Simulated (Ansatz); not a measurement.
The system is LuInCo4.

```
Lu In Co
1.0
     0.00000    3.50685    3.50685
     3.50685    0.00000    3.50685
     3.50685    3.50685    0.00000
Lu In Co
1 1 4
Cartesian
  1.7534 1.7534 1.7534
  0.0000 0.0000 0.0000
  4.3852 4.3852 4.3852
  2.6285 2.6285 4.3852
  2.6285 4.3852 2.6285
  4.3852 2.6285 2.6285
```

The cell is a database's computed one.

| Item | Value |
| --- | --- |
| Program | Ansatz 0.2.0 |
| Task | relaxation of cell and atoms |
| Functional | PBEsol |
| Potentials or basis | Ansatz PAW |
| Cutoff | 420 eV (not typed: the program's choice for these potentials) |
| k mesh | 7 × 7 × 7 |
| Occupations | fermi-dirac, width 0.05 eV |
| Spin | collinear spin, ferromagnetic start |
| Starting moments | [0.0, 0.0, 2.0, 2.0, 2.0, 2.0] μB |

At the start: volume 14.38 Å³/atom.

**Question.** How do energy, volume and symmetry change on relaxing?

**Answer.** It ends after 5 steps and the volume is 13.62 Å³/atom (-5.2 %); space group F-43m (No. 216, to 0.05 Å); moment 4.43 μB per cell.

The path:
```tsv
step	energy change (eV)	largest force (eV/Å)	volume (Å³)
1	0.0000	0.0040	86.25
2	-0.1135	0.0362	81.77
3	-0.1136	0.0213	81.74
4	-0.1136	0.0000	81.74
5	-0.1106	0.0000	81.74
```

Final structure:
```yaml
crystal:
  lattice:
    - [0.00000, 3.44456, 3.44456]
    - [3.44456, 0.00000, 3.44456]
    - [3.44456, 3.44456, 0.00000]
  atoms:
    - { symbol: Lu, position: [0.25000, 0.25000, 0.25000] }
    - { symbol: In, position: [0.00000, 0.00000, 0.00000] }
    - { symbol: Co, position: [0.62536, 0.62536, 0.62536] }
    - { symbol: Co, position: [0.62536, 0.62536, 0.12393] }
    - { symbol: Co, position: [0.62536, 0.12393, 0.62536] }
    - { symbol: Co, position: [0.12393, 0.62536, 0.62536] }
```

Caveat: the plane-wave basis is chosen anew once the cell has moved, so the energies of steps on either side of that aren't comparable; the PAW data sets come from PBE, with cores solved anew for the run's functional, which leaves a small shift of forces and pressure.
